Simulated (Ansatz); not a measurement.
What does this script print? It uses Ansatz's Python interface.

Contents of `na.xyz`:
```text
1
Lattice="7.02334286 0.0 0.0 0.0 7.02334286 0.0 0.0 0.0 7.02334286" Properties=species:S:1:pos:R:3 pbc="T T T"
Na    0.00000000    0.00000000    0.00000000
```

`na_fatbands.py`:
```python
"""Orbital character of the bands of Na."""

from pathlib import Path

import ansatz as az
import pandas as pd


def main() -> None:
    crystal = az.Crystal.from_extxyz("na.xyz")

    points = {"G": (0.0, 0.0, 0.0), "X": (0.0, 0.5, 0.0), "M": (0.5, 0.5, 0.0), "R": (0.5, 0.5, 0.5)}
    setup = (
        crystal.calculation()
        .functional("PBEsol")
        .kpoints(mesh=(3, 3, 3))  # sampling of the Brillouin zone
        .occupations("fermi_dirac", width=0.05)
        .band_structure(list(points.values()), intervals=1)  # levels along the path at the converged density
        .fat_bands()
    )
    res = setup.run()
    rep = res.report
    file = Path(res.write_results("results")) / "fatbands.tsv"
    names = file.read_text().splitlines()[0].lstrip("# ").split("\t")
    table = pd.read_csv(file, sep="\t", comment="#", names=names)
    near = table[table.e_minus_ef.abs() < 4]
    for ik, label in enumerate(points):
        print(label)
        for _, row in near[near.ik == ik].iterrows():
            main = row[names[4:]].astype(float).nlargest(2)
            print(f"   band {int(row.band):3d} {row.e_minus_ef:7.3f} eV  " + ", ".join(f"{k} {v:.2f}" for k, v in main.items()))


if __name__ == "__main__":
    main()
```

```console
$ python na_fatbands.py
DeckWarning: basis.ecutwfc = 420 eV, auto-derived from the records' recommended cutoffs: set by Na (normal level)
G
   band   4  -0.403 eV  na0_l0_3S 0.99, na0_l0_2S 0.00
   band   5   2.705 eV  na0_l0_2S 0.00, na0_l0_3S 0.00
   band   6   2.705 eV  na0_l0_2S 0.00, na0_l0_3S 0.00
   band   7   2.705 eV  na0_l0_2S 0.00, na0_l0_3S 0.00
   band   8   3.038 eV  na0_l0_3S 0.01, na0_l0_2S 0.00
X
   band   4  -0.107 eV  na0_l0_3S 1.00, na0_l0_2S 0.00
   band   5   1.215 eV  na0_l0_2S 0.00, na0_l0_3S 0.00
   band   6   2.972 eV  na0_l0_2S 0.00, na0_l0_3S 0.00
   band   7   2.972 eV  na0_l0_2S 0.00, na0_l0_3S 0.00
   band   8   3.628 eV  na0_l0_3S 0.00, na0_l0_2S 0.00
M
   band   4   0.172 eV  na0_l0_3S 1.00, na0_l0_2S 0.00
   band   5   1.577 eV  na0_l0_2S 0.00, na0_l0_3S 0.00
   band   6   1.577 eV  na0_l0_2S 0.00, na0_l0_3S 0.00
   band   7   2.614 eV  na0_l0_2S 0.00, na0_l0_3S 0.00
   band   8   3.210 eV  na0_l0_2S 0.00, na0_l0_3S 0.00
R
   band   4   0.438 eV  na0_l0_3S 1.00, na0_l0_2S 0.00
   band   5   1.902 eV  na0_l0_2S 0.00, na0_l0_3S 0.00
   band   6   1.902 eV  na0_l0_2S 0.00, na0_l0_3S 0.00
   band   7   1.902 eV  na0_l0_2S 0.00, na0_l0_3S 0.00
   band   8   3.080 eV  na0_l0_2S 0.00, na0_l0_3S 0.00
```
(Warnings from the package without file and line.)

Reading the output:
- The computed bands are complete only to about 3.0 eV above the Fermi level.
- For a metal this k-point mesh is coarse: on a finer one energies can move by several to tens of meV an atom and pressures by half a GPa or more, differences at one mesh by less.
- This isn't the structure that Na takes at ambient conditions.
- Gaps and levels are Kohn-Sham values on a finite set of k-points.
- Energies are less the Fermi level and bands count from 0. Only the largest channels are printed, equivalent atoms hold more, and in degenerate sets the split between sites is arbitrary; shells that the potentials lack have no channel.
- Wall time of the script: 1.6 s on 1 thread of Intel(R) Xeon(R) Platinum 8488C (Sapphire Rapids), with other jobs on the host, peak memory 0.47 GiB.
